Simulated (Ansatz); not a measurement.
**CHNSe (SMILES N=C=[Se]): single points off equilibrium**

An exercise on one series of results from a longer session: the logs are not shown, and one member is left open.

The runs use Ansatz 0.2.0, Gaussian basis; single points in def2-TZVPP.

Correlated methods freeze the cores. Filled d shells of the heavier atoms are correlated.

### Where the work starts

SMILES `N=C=[Se]`, 4 atoms, charge 0, spin multiplicity 1.

Atoms are counted from 1 here; the program's logs count them from 0.

Bond lengths: N1–C2 1.345 Å, N1–H4 1.012 Å, C2–Se3 1.763 Å. Angles: C2–N1–H4 123.9°, N1–C2–Se3 165.2°.

Coordinates:

```xyz
4

N    -0.4733    0.5166   -0.6762
C     0.2940   -0.2235    0.1440
Se    1.6353   -1.0209    0.9653
H    -1.4717    0.6358   -0.5611
```

The first run:

Contents of run/in.yaml:

```yaml
crystal:
  periodic: [false, false, false]
  atoms:
    - {symbol: N, position_ang: [-0.473300, 0.516600, -0.676200]}
    - {symbol: C, position_ang: [0.294000, -0.223500, 0.144000]}
    - {symbol: Se, position_ang: [1.635300, -1.020900, 0.965300]}
    - {symbol: H, position_ang: [-1.471700, 0.635800, -0.561100]}
basis:
  gaussian: {orbitals: def2-TZVPP}
correlation: {method: ccsd_t}
output: {forces: true}
```

Command:

```
> ansatz run in.yaml --threads 4 --pin off --events-out ev --progress --plain --max-ram 5222MiB
```

Steps of the session up to this table: CCSD(T)/def2-TZVPP; PBE0-D4/def2-TZVPP; wB97M-V/def2-TZVPP; r2SCAN-D4/def2-TZVPP; PBE-D4/def2-TZVPP; CAM-B3LYP-D4/def2-TZVPP; HSE06-D4/def2-TZVPP.

One table of the session follows, with a row left open; its other results are not shown here.

| method | RMS force component (eV/Å) | angle to CCSD(T) forces (°) | dipole (D) |
| --- | --- | --- | --- |
| CCSD(T) | 2.687 | reference | 1.35 |
| PBE0-D4 | 3.054 | 2.1 | 1.29 |
| wB97M-V | 3.137 | 1.1 | 1.36 |
| r2SCAN-D4 | 2.851 | 2.4 | 1.27 |
| PBE-D4 | 2.673 | 2.6 | 1.20 |
| CAM-B3LYP-D4 | 3.180 | 2.0 | 1.34 |
| HSE06-D4 | ? | ? | ? |

Q: Estimate the row for HSE06-D4 from the others.

The run gave: RMS force component (eV/Å): 3.042; angle to CCSD(T) forces (°): 2.1; dipole (D): 1.29. In the column «RMS force component (eV/Å)» it lies between r2SCAN-D4 (2.851) and PBE0-D4 (3.054).
